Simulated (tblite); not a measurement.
# C6H11O2P: the cost of one run

The runs use tblite 0.8.0 and PySCF 2.14.0, with density-fitted response routines of our own; the level of theory stands in each step. All values are computed, except where a source is named. Atoms count from 0, in the outputs and in this text.

## 1. The starting structure

20 atoms, charge 0, multiplicity 1; geometry from: force field or distance geometry start.

Bonds of the start (Å): O0–P1 1.52, P1–C2 1.85, C2–O3 1.42, P1–C4 1.74, C4–C5 1.35, C5–C6 1.49, C6–C7 1.53, C7–C8 1.52, C8–C4 1.49, P1–H9 1.40, C2–H10 1.10, C2–H11 1.10, O3–H12 0.98, C5–H13 1.08, C6–H14 1.09, C6–H15 1.10, C7–H16 1.10, C7–H17 1.09, C8–H18 1.09, C8–H19 1.10.

## 2. Geometry optimisation with GFN2-xTB

Job settings and geometry (Å):

```
{"job": {"kind": "relax", "xc": "GFN2-xTB", "basis": "xTB"}, "charge": 0, "multiplicity": 1}
O      2.182400     1.781100     0.089100
P      1.577000     0.567800    -0.596100
C      2.333300    -0.887800     0.250800
O      3.732900    -0.649300     0.289100
C     -0.114700     0.217400    -0.369300
C     -0.918400    -0.510300    -1.168600
C     -2.307700    -0.566000    -0.641000
C     -2.309200     0.536300     0.425900
C     -0.849200     0.759900     0.803800
H      1.823100     0.442300    -1.966400
H      2.125200    -1.804100    -0.313200
H      1.947300    -0.984200     1.272300
H      3.835400     0.277900     0.590600
H     -0.598900    -1.014300    -2.074300
H     -3.052100    -0.361600    -1.415400
H     -2.509900    -1.551600    -0.187400
H     -2.929700     0.270400     1.290900
H     -2.737600     1.446300    -0.004600
H     -0.585300     0.212400     1.713900
H     -0.649100     1.828100     0.969200
```

On the command line:

```console
$ OMP_NUM_THREADS=1 python probes_run.py task.json out
```

This one command runs all jobs of the session in turn.

Q: Estimate the wall time and peak memory of this first job on 1 thread of Intel Xeon Platinum 8259CL at 2.50GHz, shared host.

About 1.1 s, with a peak of 0.18 GiB.
